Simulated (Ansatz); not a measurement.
**Cr: a surface, (111), 5 layers**

What do the surfaces of Cr (111), 5 layers cost, and how tightly do they hold an electron? The runs shown use LAPW. Companion runs by PAW are cited. Its runs: bulk in the slab's orientation (LAPW); the reference run (LAPW); atoms relaxed (LAPW); no images along the normal (LAPW); field of 0.1 V/Å along the normal (LAPW).

Computed with Ansatz 0.2.0 (DFT, PBE, all-electron LAPW, scalar-relativistic, unless a step's input says otherwise).

**1. The starting structure**

The structure is cubic, space group Im-3m (No. 229). Conventional cell: a = 2.848 Å, b = 2.848 Å, c = 2.848 Å, α = 90.00°, β = 90.00°, γ = 90.00°. Cr (site symmetry m-3m) has 8 Cr at 2.47 Å as nearest neighbours.

Structure file:

```xyz
3
Lattice="0.0000 2.8485 -2.8485 -2.8485 0.0000 2.8485 1.4242 1.4242 1.4242" Properties=species:S:1:pos:R:3 pbc="T T T"
Cr    0.0000    0.0000    0.0000
Cr   -1.4242    1.4242    1.4242
Cr    0.0000    2.8485    0.0000
```

Atoms are numbered in the order of the input: Cr1, Cr2, Cr3.

**2. Bulk in the slab's orientation, LAPW**

input.yaml

```yaml
crystal:
  lattice:
    - [0.0, 2.8484888898, -2.8484888898]
    - [-2.8484888898, 0.0, 2.8484888898]
    - [1.4242444449, 1.4242444449, 1.4242444449]
  atoms:
    - { symbol: Cr, position: [0.0, 0.0, 0.0], spin: 2.0 }
    - { symbol: Cr, position: [0.333333333, 0.666666667, 0.333333333], spin: 2.0 }
    - { symbol: Cr, position: [0.666666667, 0.333333333, 0.666666667], spin: 2.0 }
magnetization:
  spin_polarized: true
kpoints:
  mp_grid: { grid: [10, 10, 13] }
scf:
  occupations: { method: fermi_dirac, width: 0.08 }
hamiltonian:
  xc: pbe
  pseudopotentials: { kind: all_electron, lapw: { basis_error: 0.001 } }
output:
  forces: true
  stress: true
  eigenvalues: true
```

Run with:

```
> ansatz run input.yaml --threads 3 --pin off --max-ram 9216MiB --backend cpu --events-out ev --progress --plain --runs-dir out
```

The runs that follow: Slab as cut, LAPW; Atoms relaxed, LAPW; No images along the normal, LAPW; Field of 0.1 V/Å along the normal, LAPW.

Q: Predict the outcome of this session. Wanted: surface energy; work function; outer layer spacing (for each run or level that gives them).

**Answer**, as computed:

| quantity | value |
| --- | --- |
| surface energy (LAPW, relaxed) | 3.28 J/m² |
| work function (LAPW, relaxed) | 3.94 eV |
| outer layer spacing (LAPW) | 0.82 → 0.85 Å |
| surface energy (PAW, relaxed) | 3.28 J/m² |
| work function (PAW, relaxed) | 3.94 eV |
| outer layer spacing (PAW) | 0.82 → 0.85 Å |

In words: By LAPW the surface costs 3.32 J/m² as cut and 3.28 J/m² relaxed. The outermost spacing changes by +3.0 % (LAPW). The field of 0.1 V/Å along the normal induces a dipole of 0.050 e·Å per cell (LAPW). The outermost spacing changes by +3.0 % (PAW). The field of 0.1 V/Å along the normal induces a dipole of 0.050 e·Å per cell (PAW). Thickness wasn't converged, and no reconstruction was sought. Other magnetic orders may lie lower; this is the state that the run reached.
